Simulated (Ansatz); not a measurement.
# CH₂OSe₂: up Jacob's ladder to CCSD(T)

How much do the methods differ for CH₂OSe₂? The plan is to run it at one geometry with functionals of several rungs and with coupled cluster, and see how far each lands from CCSD(T) at the basis-set limit for the atomisation energy.

Computed with Ansatz 0.2.0, Gaussian basis. Level: functionals in def2-TZVPP, the program's frozen cores in correlated methods.

Plan: LDA (SPW92), PBE-D4, revPBE-D4, BLYP-D4, r2SCAN-D4, B97M-V, PBE0-D4, B3LYP-D4, r2SCANh-D4, r2SCAN0-D4, HSE06-D4, BHLYP-D4, CAM-B3LYP-D4, LC-ωPBE, ωB97X-V, ωB97M-V, B2PLYP, PBE-QIDH; CCSD(T)/def2-SVP; CCSD(T)/def2-TZVPP; MP2/def2-QZVPP; extrapolation to the limit; RPA on PBE.

**1. Structure used throughout**

All runs share one geometry, relaxed beforehand with PBE0-D4 in a triple-zeta def2 set.

SMILES `OC1[Se][Se]1`, 6 atoms, charge 0, spin multiplicity 1.

Atoms are counted from 1 here; the program's logs count them from 0.

Bond lengths: O1–C2 1.363 Å, O1–H5 0.963 Å, C2–Se3 1.923 Å, C2–Se4 1.977 Å, C2–H6 1.088 Å, Se3–Se4 2.349 Å. Angles: C2–O1–H5 108.9°, O1–C2–Se3 115.7°, O1–C2–Se4 119.8°, O1–C2–H6 115.7°, Se3–C2–Se4 74.1°, Se3–C2–H6 113.8°, Se4–C2–H6 111.2°, C2–Se3–Se4 54.0°, C2–Se4–Se3 51.9°.

**2. LDA**

This LDA is Slater exchange with PW92 correlation.

in.yaml

```yaml
crystal:
  periodic: [false, false, false]
  atoms:
    - {symbol: O, position_ang: [0.583279, 1.035373, -0.387535]}
    - {symbol: C, position_ang: [-0.084806, 0.003758, 0.202587]}
    - {symbol: Se, position_ang: [1.016088, -1.388597, 0.943229]}
    - {symbol: Se, position_ang: [-0.494025, -1.625090, -0.840738]}
    - {symbol: H, position_ang: [-0.056025, 1.625668, -0.801118]}
    - {symbol: H, position_ang: [-0.922313, 0.284788, 0.837375]}
basis:
  gaussian: {orbitals: def2-TZVPP}
hamiltonian: {xc: lda}
output: {orbitals: {seedname: orbitals}}
```

Launch:

```
> ansatz run in.yaml --threads 4 --pin off --events-out ev --progress --plain --max-ram 10444MiB
```

Further steps of the session: PBE-D4 (GGA); revPBE-D4 (GGA); BLYP-D4 (GGA); r2SCAN-D4 (meta-GGA); B97M-V (meta-GGA); PBE0-D4 (hybrid); B3LYP-D4 (hybrid); r2SCANh-D4 (hybrid); r2SCAN0-D4 (hybrid); HSE06-D4 (hybrid); BHLYP-D4 (hybrid); CAM-B3LYP-D4 (range-separated); LC-ωPBE (range-separated); ωB97X-V (range-separated); ωB97M-V (range-separated); B2PLYP (double hybrid); PBE-QIDH (double hybrid); CCSD(T) in def2-SVP; CCSD(T) in def2-TZVPP; MP2 in def2-QZVPP; RPA on PBE orbitals.

Q: Predict the results of all the runs planned. Wanted: atomisation energy, CCSD(T)/CBS; farthest beyond LDA; mean size of error, GGA; mean size of error, meta-GGA; mean size of error, hybrid; mean size of error, range-separated; mean size of error, double hybrid; gap, smallest and largest; T1 diagnostic.

**Answer**, as computed:

```
                               quantity                                                      value
        atomisation energy, CCSD(T)/CBS                                              1960.9 kJ/mol
 functionals within 19.6 kJ/mol (1.0 %)  revPBE-D4, BLYP-D4, r2SCAN-D4, PBE0-D4, HSE06-D4, ωB97X-V
                    farthest beyond LDA                                   BHLYP-D4 (-150.6 kJ/mol)
                mean size of error, GGA                                                37.9 kJ/mol
           mean size of error, meta-GGA                                                12.5 kJ/mol
             mean size of error, hybrid                                                46.3 kJ/mol
    mean size of error, range-separated                                                34.6 kJ/mol
      mean size of error, double hybrid                                                40.4 kJ/mol
              gap, smallest and largest                   1.70 eV (LDA (SPW92)), 8.41 eV (LC-ωPBE)
                          T1 diagnostic                                                     0.0103
triples share of the correlation energy                                                      4.3 %
```

LDA overbinds by 433.8 kJ/mol (22 %). PBE-D4 is off by +92.9 kJ/mol. Double hybrids carry the basis error of their MP2 part in triple zeta, and no dispersion term here, so their miss is partly the set-up's. Taken by rung, meta-GGA functionals do best (12.5 kJ/mol on average) and hybrid ones worst beyond LDA (46.3 kJ/mol). double hybrid functionals lie within the reference's doubt of that worst mean (40.4 kJ/mol), so those two tie. The mean of the hybrids holds BHLYP, with half exact exchange. Misses under about 19.6 kJ/mol are within the doubt on the reference itself, which lacks core-valence correlation, relativity and higher excitations, and its outer-core shells are covered unevenly. All levels share the lack of spin-orbit coupling, which lowers the free heavy atoms and so the true binding. Hartree-Fock recovers 58 % of the binding; the rest is correlation. CCSD(T) in def2-SVP is off by -202.8 kJ/mol, more than most functionals: a good method in a small basis is no reference. The gap grows from 1.7 to 8.4 eV across the functionals, mostly with the share of exact exchange. Correlated methods include outer-core shells of Se, which these sets cover unevenly.
